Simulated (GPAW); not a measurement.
The system is MoN2.

```
Mo N
1.0
     4.34805    0.00000    0.00000
     0.00000    4.34805    0.00000
     0.00000    0.00000    2.76746
Mo N
2 4
Direct
  0.00000 0.00000 0.00000
  0.50000 0.50000 0.00000
  0.61165 0.88835 0.50000
  0.38835 0.11165 0.50000
  0.11165 0.61165 0.50000
  0.88835 0.38835 0.50000
```

Measurements of this composition are mostly on another form, of space group No. 160.

Base run:

| Item | Value |
| --- | --- |
| Program | GPAW 26.7.0 |
| Functional | PBEsol |
| Potentials or basis | PAW data sets generated in the run's folder for this functional |
| Cutoff | 800 eV |
| Basis | pw |
| k mesh | 5 × 5 × 7 |
| Occupations | fermi-dirac, width 0.05 eV |
| Spin | no spin polarisation |

Its results: pressure -15.6 GPa; largest force 0.042 eV/Å.

After a change of settings the same cell gave: pressure -11.5 GPa; largest force 0.197 eV/Å. Which change was it?
A. hubbard terms from none to Mo d U = 3 eV
B. k mesh from 5 × 5 × 7 to 4 × 4 × 6; band points from 80 to 100
C. hubbard terms from none to Mo d U = 8 eV
D. k mesh from 5 × 5 × 7 to 6 × 6 × 10

A.

Caveats: U without spin polarisation on a metal has little footing (some runs).
